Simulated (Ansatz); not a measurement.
Predict the output of the script below (the Python package of Ansatz (0.2.0)).

`ch7bnp_torsion.py`
```python
# -*- coding: utf-8 -*-
"""Rigid torsion scan of CH7BNP."""

import ansatz as az
from ase import Atoms

atoms = Atoms(["C", "N", "B", "P", "H", "H", "H", "H", "H", "H", "H"], positions=[
    (-1.4163, 0.7915, 0.2749),
    (-0.96, -0.5966, 0.3369),
    (0.5676, -0.6544, 0.3902),
    (1.6328, -0.1082, -1.1278),
    (-1.076, 1.3567, 1.1707),
    (-2.5264, 0.8091, 0.2654),
    (-1.0548, 1.2943, -0.6501),
    (-1.2617, -1.0795, -0.5402),
    (1.0989, -1.1467, 1.323),
    (2.5652, 0.6559, -0.3175),
    (2.4305, -1.3222, -1.1254),
])

# start the scan from a relaxed geometry
first = (
    az.Crystal.molecule_from_ase(atoms).calculation()
    .basis(gaussian="def2-SVP")
    .functional("PBE0", dispersion="d3bj")
    .relax(force_tolerance=0.02, max_steps=80)  # relax until the tolerances are met
)
atoms.positions = first.run(threads=1, backend="cpu").report["positions_ang"]

start = atoms.get_dihedral(1, 2, 3, 9)
energies = {}
for turn in range(0, 360, 40):
    turned = atoms.copy()
    turned.set_dihedral(1, 2, 3, 9, start + turn, indices=[3, 9, 10])
    base = (
        az.Crystal.molecule_from_ase(turned).calculation()
        .basis(gaussian="def2-SVP")
        .functional("PBE0", dispersion="d3bj")
    )
    energies[round((start + turn) % 360)] = base.run(threads=1, backend="cpu").report["free_energy_ev"]
floor = min(energies.values())
print("dihedral N1-B2-P3-H9 (deg)   E - E(min) (kcal/mol)")
for angle, e in sorted(energies.items()):
    print(f"{angle:8d} {23.060548 * (e - floor):14.3f}  " + "#" * int(30 * (e - floor) / max(max(energies.values()) - floor, 1e-9)))
```

Output of `python ch7bnp_torsion.py`:
```text
dihedral N1-B2-P3-H9 (deg)   E - E(min) (kcal/mol)
      29          1.053  ######
      69          2.084  ############
     109          3.398  ####################
     149          3.406  ####################
     189          1.572  #########
     229          0.000
     269          2.215  #############
     309          5.091  ##############################
     349          2.958  #################
```

The scan is rigid and the energies are electronic, in a modest basis. With rigid groups the curve can differ much from the relaxed path, the start wasn't checked as a minimum of this torsion, and equivalent turns needn't return to the same energy. Finished in 3.1 min on 1 thread of Arm Neoverse V1, on a shared host, peak memory 0.26 GiB.

(A comment or docstring line of the script was reworded after the run, the code is as it ran.)
